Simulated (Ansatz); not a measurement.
# CdGe2Te4: a short molecular-dynamics run

Aim: set CdGe2Te4 (a randomly packed cell, 7 atoms, not relaxed) in motion for 60 steps of 1 fs under a Langevin thermostat and barostat at 300 K and 0 GPa, and see how temperature, energy and positions respond.

Method: DFT PBEsol, plane waves, PAW, scalar-relativistic, no spin polarisation, in Ansatz 0.2.0.

## Step 1: Starting point

The cell holds 7 atoms (CdGe2Te4): a = 6.389 Å, b = 6.175 Å, c = 6.049 Å, α = 89.02°, β = 96.08°, γ = 89.10°.

Structure file:

```cif
data_structure
_symmetry_space_group_name_H-M 'P 1'
_symmetry_Int_Tables_number 1
_cell_length_a 6.3887
_cell_length_b 6.1754
_cell_length_c 6.0489
_cell_angle_alpha 89.022
_cell_angle_beta 96.084
_cell_angle_gamma 89.098
_cell_volume 237.23
loop_
_atom_site_label
_atom_site_type_symbol
_atom_site_fract_x
_atom_site_fract_y
_atom_site_fract_z
_atom_site_occupancy
Cd1 Cd 0.94842 0.83299 0.88470 1
Ge1 Ge 0.45563 0.81859 0.96484 1
Ge2 Ge 0.78681 0.69356 0.36984 1
Te1 Te 0.27111 0.97945 0.47334 1
Te2 Te 0.75999 0.34234 0.75860 1
Te3 Te 0.68127 0.19041 0.25413 1
Te4 Te 0.27193 0.34161 0.89815 1
```

## Step 2: Dynamics

Contents of input.yaml:

```yaml
crystal:
  lattice:
    - [6.376199, 0.100261, -0.386682]
    - [0.023836, 6.163337, 0.38432]
    - [-0.272031, -0.271874, 6.036698]
  atoms:
    - { symbol: Cd, position: [0.948422, 0.832991, 0.884704] }
    - { symbol: Ge, position: [0.455631, 0.818587, 0.964843] }
    - { symbol: Ge, position: [0.786811, 0.693555, 0.369841] }
    - { symbol: Te, position: [0.271107, 0.97945, 0.473344] }
    - { symbol: Te, position: [0.759986, 0.342337, 0.758602] }
    - { symbol: Te, position: [0.681268, 0.190409, 0.254128] }
    - { symbol: Te, position: [0.271928, 0.341612, 0.898149] }
kpoints:
  mp_grid: { grid: [3, 3, 3] }
magnetization:
  spin_polarized: false
scf:
  occupations: { method: fermi_dirac, width: 0.1 }
hamiltonian:
  pseudopotentials: { kind: paw }
  xc: pbesol
basis:
  ecutwfc: 420
md:
  timestep: 1.0
  n_steps: 60
  ensemble: npt_langevin
  temperature: 300.0
  initial_velocities: maxwell_boltzmann
  seed: 509606
  pressure: 0.0
```

Launch:

```bash
$ ansatz run input.yaml --threads 2 --pin off --max-ram 2560MiB --backend cpu --events-out ev --progress --plain --runs-dir out
```

**Question.** What will these runs give? Wanted: temperature, first and last step; temperature, second half; potential energy, second half; largest change of the conserved energy; volume, first and last step; mean square displacement, second half.

**Answer**, as computed:

| quantity | value |
| --- | --- |
| length | 60 steps of 1 fs |
| temperature, first and last step | 257 and 619 K |
| temperature, second half | mean 510 K, from 344 to 631 K |
| potential energy, second half | -124 meV/atom from the start |
| largest change of the conserved energy | 0.24 meV/atom |
| volume, first and last step | 33.89 and 31.57 Å³/atom |
| mean square displacement, second half | Ge 0.035, Te 0.009, Cd 0.002 Å² |

**Reading.** Against a set 300 K the second half averages 510 K, going from 344 to 619 K over that half. The conserved energy strays from its start by at most 0.24 meV/atom, 0.4 % of the mean kinetic energy, so a step of 1 fs is short enough over this time. Over the second half Ge atoms stand 0.2 Å (root mean square) from where they began, and the farthest move is 0.3 Å. The volume changes by -6.8 % from first to last step, and is still moving at the end, so it is no equilibrium value. Averages from a run of 60 fs with 7 atoms are rough.
